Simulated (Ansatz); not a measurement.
**LiTlS2: a single-point run**

The task is a single-point run on LiTlS2. The structure is shown as the input types it. The cell is built on a prototype (ordering on zincblende) and needn't be the phase found in nature.

Computed with Ansatz 0.2.0 (density functional or hybrid calculation with the settings of its input, plane waves (as first typed), unless a step's input says otherwise).

4 further runs of the same task are left out: 4 that didn't finish.

## (1) The system as given

It takes space group P-4m2 (No. 115, tetragonal). The conventional cell has a = 4.067 Å, b = 4.067 Å, c = 5.719 Å, α = 90.00°, β = 90.00°, γ = 90.00°. Around Li (site symmetry -4m2) lie 4 S at 2.42 Å. S (site symmetry 2mm) has 2 Li at 2.42 Å and 2 Tl at 2.55 Å as nearest neighbours. Tl (site symmetry -4m2) is surrounded by 4 S at 2.55 Å.

The input asks for a charge of -2 e on the cell.

Structure file:

```xyz
4
Lattice="4.0668 0.0000 0.0000 0.0000 4.0668 0.0000 0.0000 0.0000 5.7188" Properties=species:S:1:pos:R:3 pbc="T T T"
Li    0.0000    0.0000    0.0000
S     0.0000    2.0334    1.3205
Tl    2.0334    2.0334    2.8594
S     2.0334    0.0000    4.3983
```

## (2) Input and run

input.yaml

```yaml
crystal:
  lattice:
    - [4.0667718546, 0.0, 0.0]
    - [0.0, 4.0667718546, 0.0]
    - [0.0, 0.0, 5.718777811]
  atoms:
    - { symbol: Li, position: [0.0, 0.0, 0.0] }
    - { symbol: S, position: [0.0, 0.5, 0.2309016903] }
    - { symbol: Tl, position: [0.5, 0.5, 0.5] }
    - { symbol: S, position: [0.5, 0.0, 0.7690983097] }
kpoints:
  mp_grid: { grid: [4, 4, 4] }
hamiltonian:
  xc: pbe
scf:
  occupations: { method: fixed }
  n_extra_bands: 5
  max_iter: 56
output:
  forces: true
  stress: true
  eigenvalues: true
total_charge: -2
```

On the command line:

```console
$ ansatz run input.yaml --threads 4 --pin off --max-ram 3686MiB --backend cpu --events-out ev --progress --plain --runs-dir out
```

Q: Will this input give a usable result? If not, why, and what should change?

The run converged and reported no error, with warnings (band overlap at count, metallic iterate). It gives a largest force of 3.2 eV/Å, which is large; a structure far from rest gives such values too, whatever the setting.

In the input, total_charge is -2. The net charge is not the one intended, so the run treats another number of electrons.

The test: delete total_charge (the default then holds).
